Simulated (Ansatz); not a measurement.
Write a Python script for Ansatz 0.2.0 through its Python package that makes a comparison of functionals at one structure of LaP, space group Fm-3m. Level of theory (first run): LDA, PAW, cutoff 420 eV, 6×6×6 k-points, cold smearing of 0.1 eV. The script varies functional: lda, blyp, pbesol.

Contents of `lap.extxyz`:
```text
2
Lattice="0.0 3.0125 3.0125 3.0125 0.0 3.0125 3.0125 3.0125 0.0" Properties=species:S:1:pos:R:3 pbc="T T T"
La    0.00000000    0.00000000    0.00000000
P     3.01250000    3.01250000    3.01250000
```

Script `xc_lap.py`:
```python
from dataclasses import dataclass
import csv
import warnings

import ansatz as az


@dataclass(frozen=True)
class RunConfig:
    cutoff: int = 420
    kgrid: tuple[int, ...] = (6, 6, 6)
    occupations: str = "cold"
    width_ev: float = 0.1


cfg = RunConfig()

warnings.simplefilter("ignore", az.DeckWarning)

xtal = az.Crystal.from_extxyz("lap.extxyz")

calc = (
    xtal.calculation()
    .basis(cfg.cutoff)
    .kpoints(*cfg.kgrid)
    .occupations(cfg.occupations, width=cfg.width_ev)
)

rows = []
for value in ["lda", "blyp", "pbesol"]:
    rep = calc.functional(value).run().report
    rows.append((value, rep["free_energy_ev"] / len(rep["lattice"]["sites"]), rep["n_iterations"], rep["n_kpoints"]))

with open("xc.csv", "w", newline="") as handle:
    writer = csv.writer(handle)
    writer.writerow(["functional", "F/atom (eV)", "iterations", "k-points"])
    writer.writerows([round(v, 5) if isinstance(v, float) else v for v in row] for row in rows)
print(open("xc.csv").read())
```

`python xc_lap.py` gives:
```text
functional,F/atom (eV),iterations,k-points
lda,-3402.58851,6,16
blyp,-3515.99122,6,16
pbesol,-3452.2084,6,16
```

BLYP can be off by several per cent in the lattices of metals, and by several GPa in the pressure at a fixed cell. The mesh is modest for a metal, so energies can be off by several to tens of meV an atom and pressures by half a GPa or more; differences at equal mesh fare better. The structure is a deposited one; some such entries were measured under pressure or heat, so a shift against it needn't be the functional's error alone. Total energies of different functionals can't be compared; pressures, moments and gaps at this one structure can. Run time: 2.4 s on 1 thread of Arm Neoverse V2, on a shared host, peak memory 0.36 GiB.

(Lines on the test bed's own set-up are left out of the output.)
